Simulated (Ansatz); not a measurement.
# CsC2: the cost of one run

Computed with Ansatz 0.2.0 (DFT PBE, scalar-relativistic, plane waves, PAW, unless a step's input says otherwise).

2 further runs of the same task are left out: 2 set aside as unsound or not needed.

## (1) The structure to begin with

It takes space group P3_121 (No. 152, trigonal). Conventional cell: a = 6.196 Å, b = 6.196 Å, c = 6.816 Å, α = 90.00°, β = 90.00°, γ = 120.00°. Cs (site symmetry 2) has 4 C at 2.03 Å as nearest neighbours. C (site symmetry 1) has 2 Cs at 2.03 Å as nearest neighbours.

Structure file:

```
Cs C
1.0
     6.19580    0.00000    0.00000
    -3.09790    5.36572    0.00000
     0.00000    0.00000    6.81627
Cs C
3 6
Direct
  0.46500 0.00000 0.33333
  0.00000 0.46500 0.66667
  0.53500 0.53500 0.00000
  0.41500 0.27200 0.21300
  0.72800 0.14300 0.54633
  0.85700 0.58500 0.87967
  0.27200 0.41500 0.78700
  0.14300 0.72800 0.45367
  0.58500 0.85700 0.12033
```

(A quick probe on a coarse mesh, which set the mesh and smearing, is not shown.)

## (3) Rough relaxation on the coarse mesh

The input, input.yaml:

```yaml
crystal:
  lattice:
    - [6.1958014546, 0.0, 0.0]
    - [-3.0979007273, 5.3657214564, 0.0]
    - [0.0, 0.0, 6.8162660598]
  atoms:
    - { symbol: Cs, position: [0.465, 0.0, 0.3333333333] }
    - { symbol: Cs, position: [0.0, 0.465, 0.6666666667] }
    - { symbol: Cs, position: [0.535, 0.535, 0.0] }
    - { symbol: C, position: [0.415, 0.272, 0.213] }
    - { symbol: C, position: [0.728, 0.143, 0.5463333333] }
    - { symbol: C, position: [0.857, 0.585, 0.8796666667] }
    - { symbol: C, position: [0.272, 0.415, 0.787] }
    - { symbol: C, position: [0.143, 0.728, 0.4536666667] }
    - { symbol: C, position: [0.585, 0.857, 0.1203333333] }
basis:
  ecutwfc: 420
kpoints:
  mp_grid: { grid: [3, 3, 4] }
hamiltonian:
  xc: pbe
scf:
  occupations: { method: gaussian, width: 0.1 }
  lower_state_search: "off"
output:
  forces: true
  stress: true
  eigenvalues: true
relax:
  adjacent_minimum: "off"
  f_tol: 0.04
  max_steps: 70
  cell: { stress_tol: 0.4 }
```

On the command line:

```sh
$ ansatz run input.yaml --threads 1 --pin off --max-ram 2560MiB --backend cpu --events-out ev --progress --plain --runs-dir out
```

**Question.** How long does this run take on 1 thread of Arm Neoverse V2, shared host, and how much memory does it need?

About 5.1 min, with a peak of 0.45 GiB.
